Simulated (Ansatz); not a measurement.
Predict the output of the script below (Ansatz's Python interface).

`xc.py`
```python
import warnings

import ansatz
import numpy as np
from tabulate import tabulate

warnings.simplefilter("ignore", ansatz.DeckWarning)

vectors = np.array([
    [1.510705, 0.872206, 4.783389],
    [-1.510705, 0.872206, 4.783389],
    [0.0, -1.744412, 4.783389],
])
xtal = (
    ansatz.Lattice.of(vectors)
    .atom("Cd", [0.5, 0.5, 0.5])
    .atom("Ag", [0.0, 0.0, 0.0])
)

model = xtal.calculation()
model = model.pseudopotentials("paw")
model = model.basis(450)
model = model.kpoints(spacing=0.22).occupations(ansatz.OccupationsMethod.METHFESSEL_PAXTON)
model = model.scf(tolerance=1e-10)

rows = []
for value in ["blyp", "lda", "pbesol"]:
    r = model.functional(value).run().report
    rows.append((value, r["free_energy_ev"] / len(r["lattice"]["sites"]), r["n_iterations"], r["n_kpoints"]))

print(tabulate(rows, headers=["functional", "F/atom (eV)", "iterations", "k-points"], floatfmt=".4f", tablefmt="grid"))
```

Output of `python xc.py`:
```text
+--------------+---------------+--------------+------------+
| functional   |   F/atom (eV) |   iterations |   k-points |
+==============+===============+==============+============+
| blyp         |    -7937.8510 |            9 |        189 |
+--------------+---------------+--------------+------------+
| lda          |    -7788.0423 |            9 |        189 |
+--------------+---------------+--------------+------------+
| pbesol       |    -7853.2017 |            9 |        189 |
+--------------+---------------+--------------+------------+
```

Reading the output:
- BLYP can be off by several per cent in the lattices of metals, and by several GPa in the pressure at a fixed cell.
- For a metal this k-point mesh is coarse: on a finer one energies can move by several to tens of meV an atom and pressures by half a GPa or more, differences at one mesh by less.
- The structure comes from a database of computed cells and needn't be a stable or known phase.
- Total energies of different functionals can't be compared; pressures, moments and gaps at this one structure can.
- By the engine's processor time: 17 s on 1 thread of Intel(R) Xeon(R) Processor @ 2.30GHz (shared host), peak memory 0.61 GiB.
